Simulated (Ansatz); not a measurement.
**CH7AsSi + H2: a complex and its separated parts**

Aim: how far the complex at one end of a reaction step lies below its separated, relaxed parts, level by level.

Computed with Ansatz 0.2.0, Gaussian basis. Level: PBE0-D4/def2-TZVP structures, single points in def2-TZVPP, no counterpoise correction.

Levels: SPW92, PBE-D4, BLYP-D4, r2SCAN-D4, B97M-V, PBE0-D4, B3LYP-D4, r2SCAN0-D4, BHLYP-D4, CAM-B3LYP-D4, wB97X-V, wB97M-V, B2PLYP, PBE-QIDH, RPA on PBE, Hartree-Fock, MP2, CCSD, CCSD(T).

Correlated methods freeze the cores. Filled d shells of the heavier atoms are correlated. B3LYP uses VWN-RPA correlation. B2PLYP carries no dispersion term here.

21 further runs of the same task are left out: 21 set aside as unsound or not needed.

## (1) The starting structure

The complex: 12 atoms, charge 0, spin multiplicity 1.

Atoms are counted from 1 here; the program's logs count them from 0.

Bond lengths: Si1–H3 1.489 Å, Si1–H4 1.488 Å, Si1–C5 1.872 Å, Si1–As7 2.369 Å, H2–H6 0.747 Å, C5–H8 1.093 Å, C5–H9 1.092 Å, C5–H10 1.092 Å, As7–H11 1.523 Å, As7–H12 1.522 Å. Angles: H3–Si1–H4 108.0°, H3–Si1–C5 110.5°, H3–Si1–As7 106.8°, H4–Si1–C5 110.4°, H4–Si1–As7 111.7°, C5–Si1–As7 109.3°, Si1–C5–H8 110.6°, Si1–C5–H9 110.8°, Si1–C5–H10 110.8°, H8–C5–H9 108.1°, H8–C5–H10 108.3°, H9–C5–H10 108.2°, Si1–As7–H11 92.5°, Si1–As7–H12 92.7°, H11–As7–H12 92.4°.

Geometry (Å):

```
atom    x (Å)    y (Å)    z (Å)
 Si1  -0.7226  -0.1724  -0.5746
  H2   3.1006  -0.6395  -0.3089
  H3   0.0255  -0.7732  -1.7131
  H4  -2.1671  -0.1523  -0.9331
  C5  -0.4527  -1.1683   0.9868
  H6   2.8577   0.0588  -0.2024
 As7   0.1354   2.0140  -0.2677
  H8  -0.8029  -2.1947   0.8538
  H9  -0.9985  -0.7298   1.8254
 H10   0.6073  -1.1994   1.2479
 H11  -1.0388   2.4224   0.6118
 H12  -0.5438   2.5343  -1.5260
```

Its parts: CH7AsSi holds atoms 1, 3, 4, 5, 7, 8, 9, 10, 11, 12; H2 holds atoms 2, 6. Each part counts its atoms afresh in its own runs.

## (2) Relaxing CH7AsSi alone

relax-a/in.yaml reads:

```yaml
crystal:
  periodic: [false, false, false]
  atoms:
    - {symbol: Si, position_ang: [-0.722648, -0.172417, -0.574571]}
    - {symbol: H, position_ang: [0.025504, -0.773180, -1.713072]}
    - {symbol: H, position_ang: [-2.167149, -0.152347, -0.933121]}
    - {symbol: C, position_ang: [-0.452684, -1.168277, 0.986822]}
    - {symbol: As, position_ang: [0.135381, 2.013990, -0.267659]}
    - {symbol: H, position_ang: [-0.802853, -2.194691, 0.853779]}
    - {symbol: H, position_ang: [-0.998454, -0.729788, 1.825412]}
    - {symbol: H, position_ang: [0.607279, -1.199429, 1.247923]}
    - {symbol: H, position_ang: [-1.038826, 2.422368, 0.611834]}
    - {symbol: H, position_ang: [-0.543811, 2.534269, -1.526035]}
basis:
  gaussian: {orbitals: def2-TZVP}
hamiltonian: {xc: pbe0, dispersion: d4}
relax: {f_tol: 0.005, max_steps: 200}
```

The command line of these runs was not kept.

The runs that follow: Relaxing H2 alone; wB97M-V/def2-TZVPP; CCSD(T)/def2-TZVPP; Vibrations of CH7AsSi; Vibrations of H2.

Q: Predict the outcome of this session. Wanted: complex less parts, CCSD(T)/def2-TZVPP; with zero-point energy; largest T1 diagnostic.

**Answer**, as computed:

| quantity | value |
| --- | --- |
| complex less parts, CCSD(T)/def2-TZVPP | -2.24 kJ/mol |
| with zero-point energy | +1.31 kJ/mol |
| largest T1 diagnostic | 0.011 |

In words: At CCSD(T) the complex lies 2.24 kJ/mol below its parts. r2SCAN0-D4 is the best functional here (-0.06 kJ/mol from CCSD(T)); SPW92 is the worst (-3.68 kJ/mol). By rung, the mean size of the error is: LDA 3.68, GGA 0.94, meta-GGA 0.55, hybrid 0.67, range-separated hybrid 0.71, double hybrid 1.29 kJ/mol. PBE-D4 gives a relative energy 1.80 kJ/mol too low, an error of 80 % of the reference. No counterpoise was applied, and triple zeta lacks some correlation, so the CCSD(T) reference has a basis error of its own, and close matches with it are partly luck.
